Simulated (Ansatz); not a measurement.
# Pt3PbC (Pm-3m) in Ansatz: equation of state

How stiff is Pt3PbC in PBE, and what volume does it want? The cell is scaled to several volumes.

Everything below comes from runs of Ansatz 0.2.0. Logs are shortened: lines on timing, memory, paths and dates and some standing lists are left out, and cuts for length are marked.

## (1) Starting point

Symmetry: Pm-3m, No. 221, cubic system. The conventional cell has a = 4.348 Å, b = 4.348 Å, c = 4.348 Å, α = 90.00°, β = 90.00°, γ = 90.00°. Pb (site symmetry m-3m) is surrounded by 12 Pt at 3.07 Å. Pt (site symmetry 4/mmm) has 2 C at 2.17 Å as nearest neighbours. C (site symmetry m-3m) is surrounded by 6 Pt at 2.17 Å.

The cell comes from a database or a generator and needn't be the stable form of this composition.

## (2) Single point, PBE, 15.45 Å³/atom (volume scaled by 0.94)

File input.yaml:

```yaml
crystal:
  lattice:
    - [4.2592825229, 0.0, 0.0]
    - [0.0, 4.2592825229, 0.0]
    - [0.0, 0.0, 4.2592825229]
  atoms:
    - { symbol: Pb, position: [0.0, 0.0, 0.0] }
    - { symbol: Pt, position: [0.5, 0.0, 0.5] }
    - { symbol: Pt, position: [0.5, 0.5, 0.0] }
    - { symbol: Pt, position: [0.0, 0.5, 0.5] }
    - { symbol: C, position: [0.5, 0.5, 0.5] }
hamiltonian:
  xc: pbe
  pseudopotentials: { kind: paw }
kpoints:
  mp_grid: { grid: [6, 6, 6] }
scf:
  occupations: { method: fermi_dirac, width: 0.05 }
output:
  forces: true
  stress: true
  eigenvalues: true
```

Potentials or basis: Ansatz PAW.

Run with:

```console
$ ansatz run input.yaml --threads 2 --pin off --max-ram 5120MiB --backend cpu --events-out ev --progress --plain --runs-dir out
```

Log:

```text
Warning: RAYON_NUM_THREADS=2 ignored (pool sized by the plan → 2); use --threads N
Engine: ansatz 0.2.0, x86_64-unknown-linux-gnu
Pseudopotentials: kind: paw
Pseudopotential: Pb, paw, valence charge 14, recommended cutoff 420 eV (normal), Pb.paw.azcp
Pseudopotential: Pt, paw, valence charge 18, recommended cutoff 420 eV (normal), Pt.paw.azcp
Pseudopotential: C, paw, valence charge 4, recommended cutoff 420 eV (normal), C.paw.azcp
Functional definition: PBE
  parameter kappa = 0.804
  parameter beta = 0.06672455060314922
  exchange = pbe_x(kappa = kappa, mu = beta*pi^2/3)
  correlation = pbe_c(beta = beta)
Crystal: 5 atoms, lattice volume = 77.270 Å³
Basis set: ecut = 420 eV, 1503 PW (Γ), exchange–correlation on 60×60×60 points (8 copies of the dense FFT grid, shifted against one another)
Bands: 44, of which v1, the nominal top of the filled ones, is band 36 counted from 1 (35 counted from 0)
Symmetry: 48 space group operations
Space group: Pm-3m (ITA 221), of the structure as read, at distance tolerance 4.3e-5 Å
k-points: 20 of 216
Non-local potential: Pb, projectors of the file, l = 0: 2, l = 1: 2, l = 2: 2, l = 3: 2
Non-local potential: Pt, projectors of the file, l = 0: 3, l = 1: 2, l = 2: 2, l = 3: 1
Non-local potential: C, projectors of the file, l = 0: 2, l = 1: 2, l = 2: 1
PAW form: soft (Blöchl's): semilocal exchange-correlation on the pseudo side does not see the compensation charge
PAW one-centre angular grid: Pb, 590 points (default); XC on 64 Gauss nodes
PAW one-centre angular grid: Pt, 590 points (default); XC on 64 Gauss nodes
PAW one-centre angular grid: C, 110 points (default); XC on 64 Gauss nodes
Initial density: superposition of atomic densities (neutral atoms: chi_scale 0, normalization atom), corrected by the library's trained network
Initial wavefunctions: pseudopotential atomic-orbital guess
Functional: x = pbe(κ = 0.804, μ = 0.2195149727645171), c = pbe(β = 0.06672455060314922)
SCF iter   1: F=—  HF=-49724.311591 eV  |F-HF|=—  |Δ(HF+E_count)|=         —  Δρ=6.66e-3  dr2=7.02e-2  ethr=1.77e-3  ⟨swp⟩=6.4  Hψ=3370  notcnv=0  defer=6
preconditioner: auto → Kerker (q_TF=auto, 2.696 Å⁻¹)  [metal: Δε(μ)=0.037 eV  Ē_g=11.395 eV  σ=0.050 eV  W_gap=0.18  n_scr=26 (ndim 8)  ℏωp=29.3 eV  f_vac=0.000  D(μ)=4.98/eV (n_scr^D=56)]
SCF iter   2: F=—  HF=-49724.304419 eV  |F-HF|=—  |Δ(HF+E_count)|=   7.17e-3  Δρ=3.97e-3  dr2=2.83e-2  ethr=9.75e-5  ⟨swp⟩=1.8  Hψ=1094  notcnv=0  defer=30
SCF iter   3: F=—  HF=-49724.298472 eV  |F-HF|=—  |Δ(HF+E_count)|=   5.95e-3  Δρ=8.05e-4  dr2=7.48e-4  ethr=3.94e-5  ⟨swp⟩=2.0  Hψ=1226  notcnv=0  defer=30
SCF iter   4: F=—  HF=-49724.298263 eV  |F-HF|=—  |Δ(HF+E_count)|=   2.09e-4  Δρ=2.29e-4  dr2=6.47e-5  ethr=1.04e-6  ⟨swp⟩=2.2  Hψ=1153  notcnv=0  defer=30
SCF iter   5: F=—  HF=-49724.298212 eV  |F-HF|=—  |Δ(HF+E_count)|=   5.09e-5  Δρ=4.36e-5  dr2=1.14e-6  ethr=8.98e-8  ⟨swp⟩=2.1  Hψ=1292  notcnv=0  defer=30
SCF iter   6: F=-49724.298212 eV  HF=-49724.298212 eV  |F-HF|=1.21e-8  |Δ(HF+E_count)|=   3.07e-7  Δρ=1.08e-5  dr2=5.80e-8  ethr=1.39e-10  ⟨swp⟩=9.9  Hψ=4130  notcnv=0
SCF 1 converged in 6 iterations: F = -49724.298212 eV  dr2 = 5.80e-8
SCF converged after 6 iterations
Free energy (F): -49724.298212 eV
Harris-Foulkes:  -49724.298212 eV  (|F-HF|=1.21e-8)
Internal energy: -49724.256477 eV  (E = F + TS)
E sigma→0 (E₀):  -49724.277344 eV
Entropy (-TS):   -0.041735 eV (-8.347 meV/atom)
Fermi energy:    19.000122 eV
--- Per-component energies (eV) ---
  E_band       = -490.010694
  E_kinetic    = 2298.456197
  E_local      = -6092.672376  (includes V_loc(G=0)·N_el)
  E_nonlocal   = 979.717224
  E_hartree    = 2318.346094
  E_xc         = -1055.972094
  E_vxc        = -1103.013251  (∫ρ·V_xc dr)
  E_paw        = -38868.573040  (= ΣΔE_a)
  E_vpaw       = -1209.199021  (= ΣTr[D̂ρ^β])
  E_aug_tail   = 0.000631  (compensation charges beyond the density's cutoff)
  E_ewald      = -9303.559111
  E_smearing   = -0.041735  (= −TS)
  E_closure    = -0.000000  (closes the sum)
  Σ components = -49724.298212   (vs F -49724.298212, Δ=0.00e0)
--- Forces (eV/Å), atoms counted from 1 ---
  atom   1  Pb     0.00000000     0.00000000     0.00000000
  atom   2  Pt     0.00000000    -0.00000000     0.00000000
  atom   3  Pt     0.00000000    -0.00000000     0.00000000
  atom   4  Pt     0.00000000     0.00000000    -0.00000000
  atom   5  C      0.00000000    -0.00000000     0.00000000
  max |Σ_I F_I| component: 2.02e-28 eV/Å
--- Stress (GPa, compression-positive) ---
       11.090500       0.000000       0.000000
       -0.000000      11.090500       0.000000
        0.000000       0.000000      11.090500
  P = ⅓ Tr σ = 11.0905 GPa (110.905 kbar)
--- Band table (eV; the first three rows and the last of 20) ---
  k-point 0: bands = ["-79.2075", "-79.1975", "-79.1975", "-33.8114", "-33.8114", "-33.8114", "-33.3150", "-33.3150", "-33.3150", "-33.3063", "-33.3063", "-33.3063", "2.4893", "2.4893", "2.5129", "2.5129", "2.5129", "4.7054", "8.6208", "13.9418", "13.9418", "13.9418", "14.5360", "14.5360", "15.3730", "15.3730", "15.3730", "16.7552", "16.7552", "16.7829", "16.7829", "16.7829", "18.3898", "18.4160", "18.4160", "18.4160", "19.4317", "20.2038", "20.2038", "20.2038", "23.2238", "23.2238", "24.6865", "27.8805"]
  k-point 1: bands = ["-79.2069", "-79.1981", "-79.1975", "-33.8102", "-33.8102", "-33.8093", "-33.3177", "-33.3151", "-33.3151", "-33.3074", "-33.3074", "-33.3065", "2.4955", "2.5065", "2.5144", "2.5175", "2.5175", "4.8983", "8.7885", "13.8128", "13.9154", "13.9154", "13.9779", "14.5902", "14.7401", "15.1138", "15.1138", "16.6562", "16.7029", "16.7483", "16.7483", "16.7519", "18.1758", "18.4165", "18.5747", "18.5747", "18.8426", "20.7223", "20.7223", "21.3494", "23.1005", "24.3142", "25.3121", "27.1742"]
  k-point 2: bands = ["-79.2054", "-79.1996", "-79.1975", "-33.8080", "-33.8080", "-33.8051", "-33.3230", "-33.3152", "-33.3152", "-33.3097", "-33.3097", "-33.3070", "2.5078", "2.5172", "2.5265", "2.5265", "2.5409", "5.3595", "9.1382", "12.4353", "13.5756", "13.8807", "13.8807", "14.0560", "14.6815", "14.6815", "15.2899", "16.1020", "16.5387", "16.6448", "16.6448", "16.7237", "17.6048", "18.4176", "18.9026", "18.9026", "18.9042", "21.8429", "21.8804", "21.8804", "22.8499", "26.3097", "26.5033", "26.7582"]
  k-point 19: bands = ["-79.2008", "-79.2008", "-79.2008", "-33.9257", "-33.7406", "-33.7406", "-33.3704", "-33.3704", "-33.3704", "-33.2614", "-33.2614", "-33.2614", "2.4775", "2.4775", "2.4775", "2.5886", "2.5886", "7.8379", "9.8905", "10.6969", "10.6969", "10.6969", "15.5511", "15.5511", "15.5511", "15.5603", "15.5603", "15.5603", "16.4029", "16.4029", "16.4029", "17.2113", "17.2113", "18.2287", "18.2287", "18.2287", "18.4301", "20.2858", "20.2858", "20.2858", "26.7892", "27.8722", "27.8722", "27.8722"]
```

Run time: 3.2 s. Hardware: 2 threads of Intel Xeon at 2.50GHz (Skylake/Cascade Lake), shared host; peak memory 0.41 GiB.

What came out:

* Free energy: -49724.2982 eV
* Pressure: 11.1 GPa
* Band gap on the k mesh: none (metal or under the smearing width)

## (3) Single point, PBE, 15.78 Å³/atom (volume scaled by 0.96)

input.yaml, as its differences from that of step 2:

```diff
@@ -2,5 +2,5 @@
   lattice:
-    - [4.2592825229, 0.0, 0.0]
-    - [0.0, 4.2592825229, 0.0]
-    - [0.0, 0.0, 4.2592825229]
+    - [4.2892784585, 0.0, 0.0]
+    - [0.0, 4.2892784585, 0.0]
+    - [0.0, 0.0, 4.2892784585]
   atoms:
```

Potentials or basis: Ansatz PAW.

Run with:

```console
$ ansatz run input.yaml --threads 2 --pin off --max-ram 5120MiB --backend cpu --events-out ev --progress --plain --runs-dir out
```

It took 3.4 s on 2 threads of Intel Xeon at 2.50GHz (Skylake/Cascade Lake), shared host; peak memory 0.41 GiB.

It converged, with:

| Item | Value |
| --- | --- |
| Free energy | -49724.3891 eV |
| Pressure | 6.7 GPa |
| Band gap on the k mesh | none (metal or under the smearing width) |

## (4) Single point, PBE, 16.11 Å³/atom (volume scaled by 0.98)

input.yaml, as its differences from that of step 3:

```diff
@@ -2,5 +2,5 @@
   lattice:
-    - [4.2892784585, 0.0, 0.0]
-    - [0.0, 4.2892784585, 0.0]
-    - [0.0, 0.0, 4.2892784585]
+    - [4.3188606241, 0.0, 0.0]
+    - [0.0, 4.3188606241, 0.0]
+    - [0.0, 0.0, 4.3188606241]
   atoms:
```

Run with:

```console
$ ansatz run input.yaml --threads 2 --pin off --max-ram 5120MiB --backend cpu --events-out ev --progress --plain --runs-dir out
```

Run time: 3.3 s. Hardware: 2 threads of Intel Xeon at 2.50GHz (Skylake/Cascade Lake), shared host; peak memory 0.41 GiB.

It converged, with:

```yaml
Free_energy: -49724.4378 eV
Pressure: 2.8 GPa
Band_gap_on_the_k_mesh: none (metal or under the smearing width)
```

## (5) Single point, PBE, 16.44 Å³/atom

input.yaml, as its differences from that of step 4:

```diff
@@ -2,5 +2,5 @@
   lattice:
-    - [4.3188606241, 0.0, 0.0]
-    - [0.0, 4.3188606241, 0.0]
-    - [0.0, 0.0, 4.3188606241]
+    - [4.348043, 0.0, 0.0]
+    - [0.0, 4.348043, 0.0]
+    - [0.0, 0.0, 4.348043]
   atoms:
```

Run with:

```console
$ ansatz run input.yaml --threads 2 --pin off --max-ram 5120MiB --backend cpu --events-out ev --progress --plain --runs-dir out
```

It took 3.6 s on 2 threads of Intel Xeon at 2.50GHz (Skylake/Cascade Lake), shared host; peak memory 0.42 GiB.

It converged, with:

- Free energy: -49724.4488 eV
- Pressure: -0.6 GPa
- Band gap on the k mesh: none (metal or under the smearing width)

## (6) Single point, PBE, 16.77 Å³/atom (volume scaled by 1.02)

input.yaml, as its differences from that of step 5:

```diff
@@ -2,5 +2,5 @@
   lattice:
-    - [4.348043, 0.0, 0.0]
-    - [0.0, 4.348043, 0.0]
-    - [0.0, 0.0, 4.348043]
+    - [4.3768388259, 0.0, 0.0]
+    - [0.0, 4.3768388259, 0.0]
+    - [0.0, 0.0, 4.3768388259]
   atoms:
```

Potentials or basis: Ansatz PAW.

Run with:

```console
$ ansatz run input.yaml --threads 2 --pin off --max-ram 5120MiB --backend cpu --events-out ev --progress --plain --runs-dir out
```

It took 2.8 s on 2 threads of Intel Xeon at 2.50GHz (Skylake/Cascade Lake), shared host; peak memory 0.42 GiB.

The run converged. Its results:

```yaml
Free_energy: -49724.4263 eV
Pressure: -3.7 GPa
Band_gap_on_the_k_mesh: none (metal or under the smearing width)
```

## (7) Single point, PBE, 17.10 Å³/atom (volume scaled by 1.04)

input.yaml, as its differences from that of step 6:

```diff
@@ -2,5 +2,5 @@
   lattice:
-    - [4.3768388259, 0.0, 0.0]
-    - [0.0, 4.3768388259, 0.0]
-    - [0.0, 0.0, 4.3768388259]
+    - [4.4052606537, 0.0, 0.0]
+    - [0.0, 4.4052606537, 0.0]
+    - [0.0, 0.0, 4.4052606537]
   atoms:
```

Run with:

```console
$ ansatz run input.yaml --threads 2 --pin off --max-ram 5120MiB --backend cpu --events-out ev --progress --plain --runs-dir out
```

It took 2.8 s on 2 threads of Intel Xeon at 2.50GHz (Skylake/Cascade Lake), shared host; peak memory 0.42 GiB.

It converged, with:

```yaml
Free_energy: -49724.3743 eV
Pressure: -6.4 GPa
Band_gap_on_the_k_mesh: none (metal or under the smearing width)
```

## (8) Single point, PBE, 17.43 Å³/atom (volume scaled by 1.06)

input.yaml, as its differences from that of step 7:

```diff
@@ -2,5 +2,5 @@
   lattice:
-    - [4.4052606537, 0.0, 0.0]
-    - [0.0, 4.4052606537, 0.0]
-    - [0.0, 0.0, 4.4052606537]
+    - [4.4333203952, 0.0, 0.0]
+    - [0.0, 4.4333203952, 0.0]
+    - [0.0, 0.0, 4.4333203952]
   atoms:
```

Run with:

```console
$ ansatz run input.yaml --threads 2 --pin off --max-ram 5120MiB --backend cpu --events-out ev --progress --plain --runs-dir out
```

It took 2.9 s on 2 threads of Intel Xeon at 2.50GHz (Skylake/Cascade Lake), shared host; peak memory 0.42 GiB.

It converged, with:

* Free energy: -49724.2962 eV
* Pressure: -8.8 GPa
* Band gap on the k mesh: none (metal or under the smearing width)

## (9) Equation of state, PBE

Potentials or basis: Ansatz PAW.

This step only gathers the single runs of the series.

Results:

* Equilibrium volume: 16.38 Å³/atom
* Bulk modulus: 165 GPa
* Pressure derivative of the bulk modulus: 5.0

Energy against volume, from the lowest point:
```
volume (Å³/atom)  energy (meV/atom)
          15.454              30.11
          15.783              11.92
          16.112               2.19
          16.440               0.00
          16.769               4.50
          17.098              14.89
          17.427              30.51
```

The run has no spin-orbit coupling, so splittings on Pb, Pt are missing.
